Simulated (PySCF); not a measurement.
# SrB: bond curves at several levels of theory

One job finds the state of SrB, follows it along the bond with each method and fits the curves.

Method: Sr def2-SVP with ECP28, B def2-SVP, scalar-relativistic core potentials; program: PySCF 2.14.0.

### Step 1. Set-up

Settings of the job:

```yaml
atoms: Sr, B
charge: 0
basis: Sr def2-SVP with ECP28, B def2-SVP
Hamiltonian: scalar-relativistic core potentials
basis_functions: 37
electrons_treated: 15
masses_in_u: 87.9056, 11.0093
levels: PBE0, PBE, r²SCAN, PW91, B2PLYP, TPSSh, HF, MP2, SCS-MP2, CCSD, CCSD(T)
grid: 80 radial by 434 angular points
occupations: held fixed by the projection of orbital angular momentum
dissociation_limit: Sr + B, each in its ground configuration
starting_distance_in_angstrom: 2.525
values_of_2S_to_try: 1, 3
```

Launch:

```sh
$ OMP_NUM_THREADS=1 python dia.py task.json out
```

Further steps of the session: PBE0 along the bond; Higher solutions at PBE0; PBE; r²SCAN (meta-GGA); PW91 (GGA); B2PLYP; TPSSh (hybrid meta-GGA); ROHF; Adding correlation.

**Question.** What will these runs give? Wanted: for each run, Re; ωe; De; μ.

The runs gave:

Lowest PBE0 solution found, without spin–orbit coupling: ⁴Σ⁻ (quartet), unpaired electrons σ ↑, π ↑↑. State 2 has its PBE0 minimum 0.02 eV higher, as a spin-mixed determinant (⟨S²⟩ = 1.47), so this is no gap between pure states. State 3 has its PBE0 minimum 0.23 eV higher. State 4 has its PBE0 minimum 0.26 eV higher, as a spin-mixed determinant (⟨S²⟩ = 1.76), so this is no gap between pure states. The other levels ran on the lowest alone.

| level | Re (Å) | ωe (cm⁻¹) | De (eV) | μ (D) |
| --- | --- | --- | --- | --- |
| ROHF | 2.590 | 387 | 0.51 | -3.62 |
| ROHF-MP2 | 2.529 | 404 | 0.403 | n/a |
| ROHF-SCS-MP2 | 2.538 | 401 | 0.186 | n/a |
| ROHF-CCSD | 2.528 | 407 | 0.295 | n/a |
| ROHF-CCSD(T) | 2.527 | 406 | 0.342 | n/a |
| PBE | 2.464 | 432 | 1.26 | -5.45 |
| PW91 | 2.462 | 434 | 1.30 | -5.42 |
| r²SCAN | 2.472 | 431 | 1.46 | -5.52 |
| TPSSh | 2.472 | 435 | 1.12 | -5.45 |
| PBE0 | 2.467 | 431 | 1.06 | -5.30 |
| B2PLYP | 2.508 | 408 | 0.474 | -4.04 |

De is counted to Sr + B in their ground configurations. A positive dipole means Sr(−)B(+).

In words: Bond lengths run from 2.462 Å (PW91) to 2.590 Å (ROHF). CCSD(T) can't serve as the judge here: for a weak bond in this basis it is far from its limit. Of the levels with a De here, ROHF-SCS-MP2 gives the least (0.186 eV) and r²SCAN the most (1.46 eV).

Correlated steps freeze 1 core orbital. B2PLYP dipoles, levels and charges come from its SCF part alone. Spin–orbit coupling is left out.
